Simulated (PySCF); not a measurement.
# GaI at other levels of theory

Aim: see what other levels and later steps give for GaI.

Computed with PySCF 2.14.0. Level: method and basis as typed in the scripts.

2 further runs of the same task are left out: 1 for a known fault of the program, 1 that didn't finish.

### 1 The starting structure

GaI: 2 atoms, charge 0, spin multiplicity 1.

Bond lengths: Ga1–I2 2.515 Å.

### 2 The base run

The input, input.py:

```python
from pyscf import gto, scf, tdscf

mol = gto.M(
    atom='Ga 0 0 0; I 0 0 2.515',
    basis='def2-svp',
    ecp={'I': 'def2-svp'},
    charge=0,
    spin=0,
    verbose=4,
)
mf = scf.UHF(mol)
mf.kernel()
td = tdscf.TDA(mf)
td.nstates = 3
td.kernel()
td.analyze(verbose=3)
mf.dip_moment()
print('orbital energies (hartree):', [e[max(0, n-3):n+3].round(4) for e, n in zip(mf.mo_energy, mol.nelec)])
```

Started as:

```console
$ OMP_NUM_THREADS=1 python input.py
```

Its log is not repeated here.

In short: E(SCF) = -2219.720707 Eh, 12 cycles, μ = 2.10 D, excitations 2.47, 2.47, 4.34 eV.

The bond length is a typed value, not an optimised one.

### 3 Geometry optimisation

Run 1 changes step after the SCF: tda → optimize.

The input, input.py:

```python
from pyscf import gto, scf
from pyscf.geomopt.geometric_solver import optimize

mol = gto.M(
    atom='Ga 0 0 0; I 0 0 2.515',
    basis='def2-svp',
    ecp={'I': 'def2-svp'},
    charge=0,
    spin=0,
    verbose=4,
)
mf = scf.UHF(mol)
mf.kernel()
mol_eq = optimize(mf, maxsteps=30)
print('optimised geometry (angstrom)')
print(mol_eq.tostring('raw'))
print('orbital energies (hartree):', [e[max(0, n-3):n+3].round(4) for e, n in zip(mf.mo_energy, mol.nelec)])
```

Started as:

```console
$ OMP_NUM_THREADS=1 python input.py
```

### 4 ROHF

Run 2 changes SCF type: UHF → ROHF.

The input, input.py:

```python
from pyscf import gto, scf, tdscf

mol = gto.M(
    atom='Ga 0 0 0; I 0 0 2.515',
    basis='def2-svp',
    ecp={'I': 'def2-svp'},
    charge=0,
    spin=0,
    verbose=4,
)
mf = scf.ROHF(mol)
mf.kernel()
td = tdscf.TDA(mf)
td.nstates = 3
td.kernel()
td.analyze(verbose=3)
mf.dip_moment()
print('orbital energies (hartree):', mf.mo_energy[..., max(0, mol.nelec[1]-3):mol.nelec[0]+3].round(4))
```

### 5 Polarisability

Run 3 changes step after the SCF: tda → polarizability.

input.py: that of step 2 with these lines changed.

```diff
@@ -1,2 +1,3 @@
-from pyscf import gto, scf, tdscf
+from pyscf import gto, scf
+from pyscf.prop.polarizability import uhf as pol
 
@@ -12,6 +13,4 @@
 mf.kernel()
-td = tdscf.TDA(mf)
-td.nstates = 3
-td.kernel()
-td.analyze(verbose=3)
+print('polarizability (a.u.)')
+print(pol.Polarizability(mf).polarizability().round(4))
 mf.dip_moment()
```

### 6 MP2

Run 4 changes step after the SCF: tda → mp2; frozen orbitals: none → 13.

input.py: that of step 2 with these lines changed.

```diff
@@ -1,2 +1,2 @@
-from pyscf import gto, scf, tdscf
+from pyscf import gto, scf, mp
 
@@ -12,6 +12,3 @@
 mf.kernel()
-td = tdscf.TDA(mf)
-td.nstates = 3
-td.kernel()
-td.analyze(verbose=3)
+mp.MP2(mf, frozen=13).kernel()
 mf.dip_moment()
```

Q: Predict the outcome of this session. Wanted: for each run, E(SCF); from base; gap; SCF dipole; after the SCF.

The runs gave:

```
                  run  E(SCF) (hartree)  from base (eV)  cycles  gap (eV)  SCF dipole (D)                           after the SCF
                 base      -2219.720707               0      12      9.63            2.10               lowest root found 2.47 eV
geometry optimisation      -2219.720707          0.0000      12      9.63             n/a                 bond 2.628 Å, -0.053 eV
                 ROHF      -2219.720707          0.0000      12       n/a            2.10               lowest root found 2.47 eV
       polarisability      -2219.720707          0.0000      12      9.63            2.10                                     n/a
                  MP2      -2219.720707          0.0000      12      9.63            2.10  MP2 correlation -8.319 eV, core frozen
```

SCF columns refer to the geometry typed in the script.

In words: No change of the SCF energy comes from ROHF. The dearest run is “geometry optimisation”, at 9.6 s against 2.3 s.
